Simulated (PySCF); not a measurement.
# A gas-phase reaction: FH3OSi + F2 → F2H2OSi + FH

Aim: the reaction energy of `O[SiH2]F` + `FF` → `O[SiH](F)F` + `F`.

Programs: PySCF 2.14.0. All values are calculated, for the isolated system unless a continuum is named. Atoms count from 0, parts from 1.

### 1 The system as given

Each species was relaxed by itself at PBE0-D3(BJ)/def2-SVPD.

### 2 Energies of the species: wB97M-D3(BJ)/def2-TZVPD

What the job is given:

```
{"job": {"kind": "react", "xc": "wB97M-D3(BJ)", "basis": "def2-TZVPD"}, "charge": 0, "multiplicity": 1}
-1 FH3OSi charge 0 multiplicity 1
O      1.209660    -0.086480     0.419990
Si    -0.406030    -0.065610     0.057370
F     -0.888760     1.450420    -0.323390
H      1.850810     0.032870    -0.284490
H     -1.113220    -0.469570     1.291600
H     -0.711960    -0.894600    -1.137070

-1 F2 charge 0 multiplicity 1
F      0.688930     0.001910     0.009810
F     -0.688930    -0.001910    -0.009810

+1 F2H2OSi charge 0 multiplicity 1
O      1.202330     0.275200    -0.341050
Si    -0.350310     0.127140     0.151720
F     -0.494010    -1.011920     1.293140
F     -1.300090    -0.377460    -1.058720
H      1.683140    -0.473190    -0.702840
H     -0.817000     1.420500     0.662420

+1 FH charge 0 multiplicity 1
F      0.458870     0.014250     0.030290
H     -0.458870    -0.014250    -0.030290
```

Level: wB97M-D3(BJ)/def2-TZVPD reaction energy of separated species, gas phase.

Command:

```console
> OMP_NUM_THREADS=1 python cluster_run.py task.json out
```

This one command runs all jobs of the session in turn.

The log of the run:

```text
species 1 (FH3OSi)
coarse grid: 24312 points
cycle   1  E = -466.5180230577  dE =  6.541e-02  |g| = 8.107e-01  |ddm| = 1.742e+00
cycle   2  E = -466.4982266129  dE =  1.980e-02  |g| = 9.508e-01  |ddm| = 8.433e-01
cycle   3  E = -466.6345774192  dE = -1.364e-01  |g| = 3.361e-02  |ddm| = 4.227e-01
cycle   4  E = -466.6348458549  dE = -2.684e-04  |g| = 9.833e-03  |ddm| = 4.628e-02
cycle   5  E = -466.6348709912  dE = -2.514e-05  |g| = 1.954e-03  |ddm| = 1.361e-02
cycle   6  E = -466.6348719188  dE = -9.276e-07  |g| = 9.763e-04  |ddm| = 3.308e-03
final grid: 50856 points
cycle   7  E = -466.6348208963  dE = -6.154e-08  |g| = 1.172e-03  |ddm| = 1.733e-03
cycle   8  E = -466.6348208245  dE =  7.179e-08  |g| = 1.391e-03  |ddm| = 1.033e-03
cycle   9  E = -466.6348210913  dE = -2.668e-07  |g| = 2.618e-05  |ddm| = 5.375e-04
cycle  10  E = -466.6348210916  dE = -3.047e-10  |g| = 1.195e-05  |ddm| = 4.453e-05
converged SCF energy = -466.6348210916

species 2 (F2)
coarse grid: 10600 points
cycle   1  E = -199.6113005491  dE =  1.195e-02  |g| = 3.458e-01  |ddm| = 1.052e+00
cycle   2  E = -199.6264069759  dE = -1.511e-02  |g| = 1.647e-01  |ddm| = 1.842e-01
cycle   3  E = -199.6293651096  dE = -2.958e-03  |g| = 2.217e-02  |ddm| = 5.435e-02
cycle   4  E = -199.6294266904  dE = -6.158e-05  |g| = 8.600e-03  |ddm| = 1.161e-02
cycle   5  E = -199.6294375404  dE = -1.085e-05  |g| = 7.501e-04  |ddm| = 4.105e-03
cycle   6  E = -199.6294376787  dE = -1.383e-07  |g| = 3.049e-05  |ddm| = 6.348e-04
final grid: 23208 points
cycle   7  E = -199.6294280614  dE = -2.176e-09  |g| = 2.058e-05  |ddm| = 1.253e-04
cycle   8  E = -199.6294280615  dE = -6.941e-11  |g| = 1.072e-05  |ddm| = 1.685e-05
converged SCF energy = -199.6294280615

species 3 (F2H2OSi)
coarse grid: 27136 points
cycle   1  E = -565.8786967268  dE =  2.541e-01  |g| = 9.181e-01  |ddm| = 1.876e+00
cycle   2  E = -565.8724660408  dE =  6.231e-03  |g| = 1.029e+00  |ddm| = 9.640e-01
cycle   3  E = -566.0229630061  dE = -1.505e-01  |g| = 3.590e-02  |ddm| = 4.743e-01
cycle   4  E = -566.0232644075  dE = -3.014e-04  |g| = 1.022e-02  |ddm| = 5.116e-02
cycle   5  E = -566.0232936223  dE = -2.921e-05  |g| = 2.702e-03  |ddm| = 1.478e-02
cycle   6  E = -566.0232948486  dE = -1.226e-06  |g| = 1.565e-03  |ddm| = 3.376e-03
final grid: 57088 points
cycle   7  E = -566.0232849982  dE = -1.415e-07  |g| = 1.732e-03  |ddm| = 2.127e-03
cycle   8  E = -566.0232848403  dE =  1.579e-07  |g| = 2.024e-03  |ddm| = 1.598e-03
cycle   9  E = -566.0232854510  dE = -6.106e-07  |g| = 3.457e-05  |ddm| = 8.341e-04
cycle  10  E = -566.0232854515  dE = -5.338e-10  |g| = 2.176e-05  |ddm| = 6.909e-05
converged SCF energy = -566.0232854515

species 4 (FH)
coarse grid: 7776 points
cycle   1  E = -100.4688204708  dE = -9.407e-02  |g| = 4.644e-01  |ddm| = 6.197e-01
cycle   2  E = -100.4725018726  dE = -3.681e-03  |g| = 5.038e-01  |ddm| = 3.808e-01
cycle   3  E = -100.5053149377  dE = -3.281e-02  |g| = 2.574e-02  |ddm| = 1.678e-01
cycle   4  E = -100.5053909149  dE = -7.598e-05  |g| = 5.006e-03  |ddm| = 1.077e-02
cycle   5  E = -100.5053955559  dE = -4.641e-06  |g| = 4.334e-04  |ddm| = 3.766e-03
final grid: 16976 points
cycle   6  E = -100.5053933005  dE = -6.405e-08  |g| = 1.050e-04  |ddm| = 8.212e-04
cycle   7  E = -100.5053933040  dE = -3.451e-09  |g| = 7.920e-05  |ddm| = 2.172e-04
cycle   8  E = -100.5053933048  dE = -8.222e-10  |g| = 2.086e-05  |ddm| = 3.724e-05
converged SCF energy = -100.5053933048

Reaction energy = -165.985 kcal/mol
```

It took 15 s on 1 thread of Arm Neoverse V1, shared host; peak memory 0.6 GiB.

Species by species (with the dispersion term, which the log's SCF energies lack):

```csv
ν,species,energy (Eh),HOMO (eV)
-1,O[SiH2]F,-466.63883,-11.86
-1,FF,-199.62975,-14.36
+1,O[SiH](F)F,-566.02747,-13.00
+1,F,-100.50563,-14.54
```

### 3 Energies of the species: PBE0-D3(BJ)/def2-TZVPD

Same as in step 2 but for these lines:

```diff
@@ -1,2 +1,2 @@
-{"job": {"kind": "react", "xc": "wB97M-D3(BJ)", "basis": "def2-TZVPD"}, "charge": 0, "multiplicity": 1}
+{"job": {"kind": "react", "xc": "PBE0", "basis": "def2-TZVPD", "disp": "d3bj"}, "charge": 0, "multiplicity": 1}
 -1 FH3OSi charge 0 multiplicity 1
```

Method: PBE0-D3(BJ)/def2-TZVPD reaction energy of separated species, gas phase.

The log of the run:

```text
species 1 (FH3OSi)
coarse grid: 5656 points
cycle   1  E = -466.1390188656  dE =  1.352e-01  |g| = 8.526e-01  |ddm| = 1.802e+00
cycle   2  E = -465.9286125845  dE =  2.104e-01  |g| = 1.398e+00  |ddm| = 1.093e+00
cycle   3  E = -466.2597759787  dE = -3.312e-01  |g| = 5.200e-02  |ddm| = 7.029e-01
cycle   4  E = -466.2601092752  dE = -3.333e-04  |g| = 3.839e-02  |ddm| = 4.932e-02
cycle   5  E = -466.2603246017  dE = -2.153e-04  |g| = 9.169e-03  |ddm| = 2.022e-02
cycle   6  E = -466.2603370522  dE = -1.245e-05  |g| = 8.994e-04  |ddm| = 4.766e-03
cycle   7  E = -466.2603372237  dE = -1.714e-07  |g| = 1.314e-04  |ddm| = 8.510e-04
final grid: 50856 points
cycle   8  E = -466.2625622884  dE = -2.143e-05  |g| = 3.981e-03  |ddm| = 1.389e-02
cycle   9  E = -466.2625585700  dE =  3.718e-06  |g| = 6.112e-03  |ddm| = 4.548e-03
cycle  10  E = -466.2625646194  dE = -6.049e-06  |g| = 3.057e-04  |ddm| = 2.912e-03
cycle  11  E = -466.2625646336  dE = -1.419e-08  |g| = 4.992e-05  |ddm| = 1.919e-04
cycle  12  E = -466.2625646339  dE = -2.909e-10  |g| = 1.156e-05  |ddm| = 4.130e-05
converged SCF energy = -466.2625646339

species 2 (F2)
coarse grid: 2176 points
cycle   1  E = -199.3949429758  dE =  9.181e-02  |g| = 2.764e-01  |ddm| = 1.051e+00
cycle   2  E = -199.4014727568  dE = -6.530e-03  |g| = 1.374e-01  |ddm| = 1.363e-01
cycle   3  E = -199.4037881137  dE = -2.315e-03  |g| = 2.290e-02  |ddm| = 5.059e-02
cycle   4  E = -199.4038511286  dE = -6.301e-05  |g| = 8.080e-03  |ddm| = 1.132e-02
cycle   5  E = -199.4038593344  dE = -8.206e-06  |g| = 1.816e-04  |ddm| = 3.279e-03
final grid: 23208 points
cycle   6  E = -199.4096322272  dE = -7.817e-06  |g| = 1.272e-03  |ddm| = 8.094e-03
cycle   7  E = -199.4096322812  dE = -5.401e-08  |g| = 1.037e-03  |ddm| = 8.887e-04
cycle   8  E = -199.4096324184  dE = -1.371e-07  |g| = 7.524e-05  |ddm| = 4.284e-04
cycle   9  E = -199.4096324191  dE = -7.259e-10  |g| = 1.989e-05  |ddm| = 3.201e-05
converged SCF energy = -199.4096324191

species 3 (F2H2OSi)
coarse grid: 6128 points
cycle   1  E = -565.3857818088  dE =  3.281e-01  |g| = 9.626e-01  |ddm| = 1.965e+00
cycle   2  E = -565.1933761841  dE =  1.924e-01  |g| = 1.470e+00  |ddm| = 1.215e+00
cycle   3  E = -565.5339274421  dE = -3.406e-01  |g| = 4.169e-02  |ddm| = 7.484e-01
cycle   4  E = -565.5340915831  dE = -1.641e-04  |g| = 3.297e-02  |ddm| = 4.097e-02
cycle   5  E = -565.5342526232  dE = -1.610e-04  |g| = 8.161e-03  |ddm| = 1.773e-02
cycle   6  E = -565.5342626942  dE = -1.007e-05  |g| = 8.357e-04  |ddm| = 4.261e-03
cycle   7  E = -565.5342628325  dE = -1.383e-07  |g| = 1.088e-04  |ddm| = 6.516e-04
final grid: 57088 points
cycle   8  E = -565.5394727253  dE = -3.485e-05  |g| = 4.894e-03  |ddm| = 1.851e-02
cycle   9  E = -565.5394673471  dE =  5.378e-06  |g| = 7.482e-03  |ddm| = 5.472e-03
cycle  10  E = -565.5394762046  dE = -8.857e-06  |g| = 3.048e-04  |ddm| = 3.502e-03
cycle  11  E = -565.5394762191  dE = -1.448e-08  |g| = 5.758e-05  |ddm| = 1.914e-04
cycle  12  E = -565.5394762194  dE = -2.730e-10  |g| = 2.854e-05  |ddm| = 4.617e-05
converged SCF energy = -565.5394762194

species 4 (FH)
coarse grid: 1712 points
cycle   1  E = -100.3540911549  dE = -3.604e-02  |g| = 4.957e-01  |ddm| = 6.253e-01
cycle   2  E = -100.3145749346  dE =  3.952e-02  |g| = 7.430e-01  |ddm| = 5.125e-01
cycle   3  E = -100.3938131541  dE = -7.924e-02  |g| = 2.284e-02  |ddm| = 2.892e-01
cycle   4  E = -100.3938887153  dE = -7.556e-05  |g| = 4.205e-03  |ddm| = 9.787e-03
cycle   5  E = -100.3938906989  dE = -1.984e-06  |g| = 3.555e-04  |ddm| = 1.247e-03
final grid: 16976 points
cycle   6  E = -100.3948395197  dE = -1.854e-05  |g| = 3.986e-03  |ddm| = 7.481e-03
cycle   7  E = -100.3948376067  dE =  1.913e-06  |g| = 5.481e-03  |ddm| = 3.344e-03
cycle   8  E = -100.3948416705  dE = -4.064e-06  |g| = 9.959e-05  |ddm| = 2.007e-03
cycle   9  E = -100.3948416718  dE = -1.286e-09  |g| = 1.781e-05  |ddm| = 3.935e-05
cycle  10  E = -100.3948416718  dE = -4.781e-11  |g| = 3.052e-06  |ddm| = 1.027e-05
converged SCF energy = -100.3948416718

Reaction energy = -164.552 kcal/mol
```

Wall time 7.4 s (1 thread of Arm Neoverse V1, shared host); peak memory 0.57 GiB.

Reaction energy at this level: -164.6 kcal/mol.

### 4 Reaction energy: MP2/def2-TZVPD

Same as in step 3 but for these lines:

```diff
@@ -1,2 +1,2 @@
-{"job": {"kind": "react", "xc": "PBE0", "basis": "def2-TZVPD", "disp": "d3bj"}, "charge": 0, "multiplicity": 1}
+{"job": {"kind": "react", "xc": "MP2", "basis": "def2-TZVPD"}, "charge": 0, "multiplicity": 1}
 -1 FH3OSi charge 0 multiplicity 1
```

Method: MP2/def2-TZVPD reaction energy of separated species, gas phase.

The log of the run:

```text
species 1 (FH3OSi)
final grid: 50856 points
cycle   1  E = -465.1045431312  dE = -6.387e-02  |g| = 6.555e-01  |ddm| = 1.704e+00
cycle   2  E = -465.1645899345  dE = -6.005e-02  |g| = 4.126e-01  |ddm| = 5.105e-01
cycle   3  E = -465.1898964983  dE = -2.531e-02  |g| = 4.231e-02  |ddm| = 1.974e-01
cycle   4  E = -465.1904871025  dE = -5.906e-04  |g| = 8.603e-03  |ddm| = 5.636e-02
cycle   5  E = -465.1905143328  dE = -2.723e-05  |g| = 1.876e-03  |ddm| = 1.415e-02
cycle   6  E = -465.1905155866  dE = -1.254e-06  |g| = 7.509e-04  |ddm| = 2.951e-03
cycle   7  E = -465.1905157505  dE = -1.640e-07  |g| = 2.604e-04  |ddm| = 7.436e-04
cycle   8  E = -465.1905157767  dE = -2.616e-08  |g| = 5.924e-05  |ddm| = 2.912e-04
cycle   9  E = -465.1905157788  dE = -2.118e-09  |g| = 1.167e-05  |ddm| = 1.048e-04
cycle  10  E = -465.1905157789  dE = -7.958e-11  |g| = 2.387e-06  |ddm| = 2.194e-05
converged SCF energy = -465.1905157789

species 2 (F2)
final grid: 23208 points
cycle   1  E = -198.7437220031  dE = -9.861e-02  |g| = 3.997e-01  |ddm| = 1.051e+00
cycle   2  E = -198.7662953502  dE = -2.257e-02  |g| = 1.393e-01  |ddm| = 1.852e-01
cycle   3  E = -198.7684699046  dE = -2.175e-03  |g| = 2.171e-02  |ddm| = 5.087e-02
cycle   4  E = -198.7685851322  dE = -1.152e-04  |g| = 5.686e-03  |ddm| = 1.383e-02
cycle   5  E = -198.7685926733  dE = -7.541e-06  |g| = 9.806e-04  |ddm| = 3.640e-03
cycle   6  E = -198.7685929523  dE = -2.790e-07  |g| = 1.391e-04  |ddm| = 7.865e-04
cycle   7  E = -198.7685929568  dE = -4.443e-09  |g| = 1.112e-05  |ddm| = 1.118e-04
cycle   8  E = -198.7685929568  dE = -3.456e-11  |g| = 1.257e-06  |ddm| = 1.187e-05
converged SCF energy = -198.7685929568

species 3 (F2H2OSi)
final grid: 57088 points
cycle   1  E = -564.0703755226  dE =  1.074e-01  |g| = 7.553e-01  |ddm| = 1.834e+00
cycle   2  E = -564.1463091892  dE = -7.593e-02  |g| = 4.575e-01  |ddm| = 6.005e-01
cycle   3  E = -564.1757540253  dE = -2.944e-02  |g| = 4.461e-02  |ddm| = 2.292e-01
cycle   4  E = -564.1763606422  dE = -6.066e-04  |g| = 9.281e-03  |ddm| = 6.134e-02
cycle   5  E = -564.1763917972  dE = -3.115e-05  |g| = 1.854e-03  |ddm| = 1.545e-02
cycle   6  E = -564.1763932932  dE = -1.496e-06  |g| = 4.710e-04  |ddm| = 3.476e-03
cycle   7  E = -564.1763934146  dE = -1.214e-07  |g| = 1.320e-04  |ddm| = 7.574e-04
cycle   8  E = -564.1763934243  dE = -9.628e-09  |g| = 3.859e-05  |ddm| = 2.072e-04
cycle   9  E = -564.1763934247  dE = -4.268e-10  |g| = 1.478e-05  |ddm| = 3.785e-05
converged SCF energy = -564.1763934247

species 4 (FH)
final grid: 16976 points
cycle   1  E = -100.0371209639  dE = -1.649e-01  |g| = 4.007e-01  |ddm| = 6.032e-01
cycle   2  E = -100.0578884056  dE = -2.077e-02  |g| = 2.336e-01  |ddm| = 2.533e-01
cycle   3  E = -100.0646345657  dE = -6.746e-03  |g| = 2.356e-02  |ddm| = 8.091e-02
cycle   4  E = -100.0647519882  dE = -1.174e-04  |g| = 6.199e-03  |ddm| = 1.253e-02
cycle   5  E = -100.0647676985  dE = -1.571e-05  |g| = 1.459e-03  |ddm| = 5.121e-03
cycle   6  E = -100.0647689713  dE = -1.273e-06  |g| = 2.290e-04  |ddm| = 1.848e-03
cycle   7  E = -100.0647690057  dE = -3.438e-08  |g| = 1.958e-05  |ddm| = 4.211e-04
cycle   8  E = -100.0647690059  dE = -1.849e-10  |g| = 2.360e-06  |ddm| = 2.495e-05
converged SCF energy = -100.0647690059

Reaction energy = -175.471 kcal/mol
```

Wall time 3.9 s (1 thread of Arm Neoverse V1, shared host); peak memory 0.43 GiB.

Reaction energy at this level: -175.5 kcal/mol.

### 5 Comparing the runs

Energies in kcal/mol, with wall time:

```csv
run,reaction,time
wB97M-D3(BJ)/def2-TZVPD,-166.0,15 s
PBE0-D3(BJ)/def2-TZVPD,-164.6,7.4 s
MP2/def2-TZVPD,-175.5,3.9 s
```

### 6 What came out

| quantity | value |
| --- | --- |
| reaction energy (wB97M-D3(BJ)/def2-TZVPD) | -166.0 kcal/mol |
| ΔH, ΔG at 298 K (xTB thermal terms) | -164.3, -163.8 kcal/mol |
| range of the reaction energy over the runs of this table | -175.5 to -164.6 kcal/mol |

In words: The reaction is exothermic by 164.3 kcal/mol in the gas phase; dispersion gives -0.05, and xTB itself gave -118.6 for the electronic energy (xTB energies and thermal terms come from the earlier relaxation of each species, not shown). No barrier was sought. xTB and this level differ widely in the electronic energy, so what comes from xTB (the thermal terms above all) is less safe here. The reaction energy runs from -175.5 (MP2/def2-TZVPD) to -164.6 kcal/mol (PBE0-D3(BJ)/def2-TZVPD).
